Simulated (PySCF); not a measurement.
# C₆H₄O₄: electronic excitations

Aim: predict the electronic excitations of C₆H₄O₄ (`O=COc1cccc(=O)o1`).

Programs: PySCF 2.14.0, with density-fitted response routines of our own. Each step states its level of theory. These are calculated values for one molecule in the gas phase, unless marked as measured. Atoms are numbered from 0 throughout.

## Step 1: The molecule as given

14 atoms, charge 0, multiplicity 1; geometry from: GFN2-xTB.

Bonds of the start (Å): O0–C1 1.18, C1–O2 1.35, O2–C3 1.37, C3–C4 1.35, C4–C5 1.42, C5–C6 1.35, C6–C7 1.44, C7–O8 1.20, C7–O9 1.40, O9–C3 1.32, C1–H10 1.10, C4–H11 1.07, C5–H12 1.08, C6–H13 1.08.

## Step 2: Excited states and response: B3LYP/def2-SVPD

What the job is given:

```
{"job": {"kind": "uv", "xc": "B3LYP", "basis": "def2-SVPD", "nstates": 8, "ntriplets": 3}, "charge": 0, "multiplicity": 1}
O      2.917344     0.839278     0.212889
C      2.830198    -0.215993    -0.317490
O      1.706847    -0.946307    -0.497121
C      0.475041    -0.432348    -0.200595
C     -0.481049    -1.199391     0.375724
C     -1.751352    -0.601434     0.590172
C     -1.969683     0.682274     0.224687
C     -0.937416     1.477496    -0.398650
O     -1.021320     2.609432    -0.781726
O      0.288703     0.823375    -0.575274
H      3.663208    -0.806848    -0.728448
H     -0.272683    -2.216273     0.653350
H     -2.531713    -1.188432     1.050051
H     -2.916804     1.174699     0.370265
```

Level: TDDFT B3LYP/def2-SVPD, vertical, gas phase, core orbitals frozen in the response.

Command:

```sh
$ OMP_NUM_THREADS=1 python probes_run.py task.json out
```

This one command runs all jobs of the session in turn.

Predict these results of the whole session: lowest singlet (B3LYP/def2-SVPD); lowest triplet.

**Answer**, as computed:

```
                        quantity                        value
lowest singlet (B3LYP/def2-SVPD)  4.25 eV (292 nm), f = 0.170
                  lowest triplet                      2.83 eV
```

In words: The first singlet state (HOMO→LUMO 0.97) lies at 4.25 eV and is bright. The lowest triplet lies 1.42 eV below the lowest singlet (triplets in Tamm-Dancoff, singlets in full TDDFT).
